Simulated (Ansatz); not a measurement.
**CH5GeO radical: small, medium and large basis sets**

An exercise on one series of results from a longer session: the logs are not shown, and one member is left open.

Method: one geometry, several basis sets; program: Ansatz 0.2.0, Gaussian basis.

Plan: PBE0-D4/def2-SVP; ωB97M-V/def2-SVP; PBE0-D4/def2-QZVPP; ωB97M-V/def2-QZVPP; the functionals' def2-TZVPP values are taken from earlier runs.

## The geometry

All runs share one geometry, relaxed beforehand with PBE0-D4 in a triple-zeta def2 set.

SMILES `[CH3][GeH][OH]`, 8 atoms, charge 0, spin multiplicity 2.

Atoms are counted from 1 here; the program's logs count them from 0.

Bond lengths: C1–Ge2 1.954 Å, C1–H4 1.090 Å, C1–H5 1.092 Å, C1–H6 1.090 Å, Ge2–O3 1.792 Å, Ge2–H7 1.564 Å, O3–H8 0.960 Å. Angles: Ge2–C1–H4 110.3°, Ge2–C1–H5 108.7°, Ge2–C1–H6 109.9°, H4–C1–H5 109.5°, H4–C1–H6 109.3°, H5–C1–H6 109.1°, C1–Ge2–O3 103.5°, C1–Ge2–H7 112.3°, O3–Ge2–H7 107.9°, Ge2–O3–H8 112.7°.

The first run:

The input, in.yaml:

```yaml
crystal:
  periodic: [false, false, false]
  atoms:
    - {symbol: C, position_ang: [-0.669713, 0.837439, -0.542820]}
    - {symbol: Ge, position_ang: [0.882153, -0.278854, -0.139010]}
    - {symbol: O, position_ang: [0.160063, -1.768925, 0.546421]}
    - {symbol: H, position_ang: [-0.349763, 1.807696, -0.923461]}
    - {symbol: H, position_ang: [-1.247630, 0.978326, 0.373273]}
    - {symbol: H, position_ang: [-1.295998, 0.347277, -1.287738]}
    - {symbol: H, position_ang: [1.802070, 0.357732, 0.953964]}
    - {symbol: H, position_ang: [0.810919, -2.337889, 0.963573]}
basis:
  gaussian: {orbitals: def2-SVP}
magnetization: {spin_polarized: true, initial_magnetization: 1}
hamiltonian: {xc: pbe0, dispersion: d4}
output: {orbitals: {seedname: orbitals}}
```

Among the steps run: PBE0-D4 in def2-SVP; ωB97M-V in def2-SVP; PBE0-D4 in def2-QZVPP; ωB97M-V in def2-QZVPP.

One table of the session follows, with a row left open; its other results are not shown here.

It belongs to the step «Functionals by basis». 

```
functional       basis  HOMO (eV)  LUMO (eV)
   PBE0-D4    def2-SVP      -5.61      -2.25
   PBE0-D4  def2-TZVPP      -5.73      -2.33
   PBE0-D4  def2-QZVPP      -5.78      -2.40
   ωB97M-V    def2-SVP      -7.60      -0.39
   ωB97M-V  def2-TZVPP          ?          ?
   ωB97M-V  def2-QZVPP      -7.78      -0.68
```

**Question.** Estimate the row for ωB97M-V, def2-TZVPP.

**Answer.** HOMO (eV): -7.72; LUMO (eV): -0.53. In the column «HOMO (eV)» it lies between ωB97M-V, def2-QZVPP (-7.78) and ωB97M-V, def2-SVP (-7.60).
